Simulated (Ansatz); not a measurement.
## ClGeH2O2, SMILES [OH][Ge]([OH])[Cl]: an atomisation energy, step by step

Computed with Ansatz 0.2.0 through its Python package.

At the Python prompt:
```pycon
>>> from collections import Counter
>>> import ansatz
>>> def single_point(molecule, charge=0, unpaired=0):
...     calc = (
...         molecule.calculation()
...         .basis(gaussian="6-31G*")
...         .functional("HF")
...     )
...     if charge:
...         calc = calc.charge(charge)
...     if unpaired:
...         calc = calc.spin("collinear", total=unpaired)
...     return calc.run(threads=1).report["free_energy_ev"]
...
>>> GEOMETRY = """
... O    -0.59800    1.43800   -0.40290
... Ge    0.09840   -0.14310   -0.34760
... O     1.37410   -0.14200    0.86300
... Cl   -1.32400   -1.59500    0.18930
... H    -1.31080    1.41140   -1.16200
... H     1.80240   -1.03330    0.81400
... """
>>> molecule = ansatz.Crystal.molecule()
>>> for line in GEOMETRY.strip().splitlines():
...     symbol, *xyz = line.split()
...     molecule = molecule.atom(symbol, [float(v) for v in xyz])
...
>>> # unpaired electrons of the ground-state atoms
>>> unpaired = {"O": 2, "Ge": 2, "Cl": 1, "H": 1}
>>> counts = Counter(site.symbol for site in molecule.cartesian_sites)
>>> atom_energy = {s: single_point(ansatz.Crystal.molecule().atom(s, (0, 0, 0)), 0, unpaired[s]) for s in counts}

>>> whole = single_point(molecule, 0, 1)
>>> for s, e in atom_energy.items():
...     print(f"{s:2s} x{counts[s]}  {e:14.5f} eV")
...
O  x2     -2034.97450 eV
Ge x1    -56464.65567 eV
Cl x1    -12502.21600 eV
H  x2       -13.55761 eV
>>> print(f"ClGeH2O2: {whole:.5f} eV")
ClGeH2O2: -73075.84675 eV
>>> split = sum(counts[s] * e for s, e in atom_energy.items()) - whole
>>> print(f"atomisation energy (no zero-point term): {split:.3f} eV, {split / sum(counts.values()):.3f} eV an atom")
atomisation energy (no zero-point term): 11.911 eV, 1.985 eV an atom
```

11.911 eV from the electronic energies, without the zero-point term.

Caveats:
- Total energies depend on the basis set; only differences at equal settings carry meaning.
- The geometry is a force-field or estimated start, not a minimum of this method, and the basis set is short of its limit. All parts are taken at fixed geometry, without zero-point energy.
- The species is open-shell (spin multiplicity 2).
- Hartree-Fock leaves correlation out, so bond, atomisation and ionisation energies come out well too low.
- Hardware and time: 2.7 s on 1 thread of Arm Neoverse V2, on a shared host, peak memory 0.26 GiB.

(Lines on the test bed's own set-up are left out of the output.)
